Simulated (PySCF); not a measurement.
# H6N3Nd (Nd(NH2)3-): the cost of one run

Method: several levels, as the steps say, no spin–orbit coupling; program: PySCF 2.14.0.

1 further run of the same task is left out (for a known fault of the program).

## 1. The system as given

10 atoms, charge -1, spin multiplicity 1.

Bond lengths: Nd1–N2 2.497 Å, Nd1–N5 2.497 Å, Nd1–N8 2.497 Å, N2–H3 1.026 Å, N2–H4 1.026 Å, N5–H6 1.026 Å, N5–H7 1.026 Å, N8–H9 1.026 Å, N8–H10 1.026 Å. Angles: N2–Nd1–N5 120.0°, N2–Nd1–N8 120.0°, N5–Nd1–N8 120.0°, Nd1–N2–H3 128.8°, Nd1–N2–H4 128.8°, H3–N2–H4 102.3°, Nd1–N5–H6 128.8°, Nd1–N5–H7 128.8°, H6–N5–H7 102.3°, Nd1–N8–H9 128.8°, Nd1–N8–H10 128.8°, H9–N8–H10 102.3°.

Geometry (Å):

| atom | x (Å) | y (Å) | z (Å) |
| --- | --- | --- | --- |
| Nd1 | 0.0000 | 0.0000 | 0.0000 |
| N2 | 2.4966 | 0.0000 | 0.0000 |
| H3 | 3.1397 | -0.0001 | 0.7990 |
| H4 | 3.1397 | -0.0001 | -0.7990 |
| N5 | -1.2483 | 2.1622 | 0.0000 |
| H6 | -1.5698 | 2.7191 | 0.7990 |
| H7 | -1.5698 | 2.7191 | -0.7990 |
| N8 | -1.2484 | -2.1621 | 0.0000 |
| H9 | -1.5699 | -2.7190 | 0.7990 |
| H10 | -1.5699 | -2.7190 | -0.7990 |

Formal oxidation states: Nd +2. Each metal's 4 4f electrons lie in its core potential, so multiplicities, spins and levels count the valence alone. An earlier session relaxed this geometry at PBE0, Nd lcecp-0-SVP with ECP50, N def2-SVP, H def2-SVP (singlet, point group D3h). Its vibrations showed it to be a saddle point, relaxed within its symmetry.

At PBE0 on the finer grid: E = -195.350503 Eh, frontier levels not given, since the 4f levels lie in the core, Mulliken charge on Nd1 +0.50 e, largest force component 0.002 eV/Å. 

Levels to run: HF; CAM-B3LYP; PBE0, TZVP. Hardware: 2 threads of Intel Xeon Platinum 8488C (Sapphire Rapids), shared host.

## 2. HF

run.py (the lines that set the calculation) reads:

```python
mol = gto.M(atom='''
Nd     0.00000     0.00000     0.00000
N      2.49665    -0.00004     0.00000
H      3.13970    -0.00005     0.79903
H      3.13970    -0.00005    -0.79903
N     -1.24829     2.16218     0.00000
H     -1.56981     2.71909     0.79903
H     -1.56981     2.71909    -0.79903
N     -1.24836    -2.16214     0.00000
H     -1.56989    -2.71904     0.79903
H     -1.56989    -2.71904    -0.79903''',
    basis={'Nd': 'lcecp-0-SVP', 'N': 'def2-SVP', 'H': 'def2-SVP'},
    ecp={'Nd': 'lcecp-0-SVP'},
    charge=-1, spin=0)
mf = scf.RHF(mol)
mf = mf.density_fit()  # fitting sets: Nd AutoAux, N def2-universal-JKFIT, H def2-universal-JKFIT
mf.conv_tol = 1e-08; mf.max_cycle = 55
mf.kernel(dm0)  # dm0: the density of the relaxed state
```

Started as:

```console
$ OMP_NUM_THREADS=2 python run.py
```

**Question.** How long does this run take on 2 threads of Intel Xeon Platinum 8488C (Sapphire Rapids), shared host?

About 2.3 s.
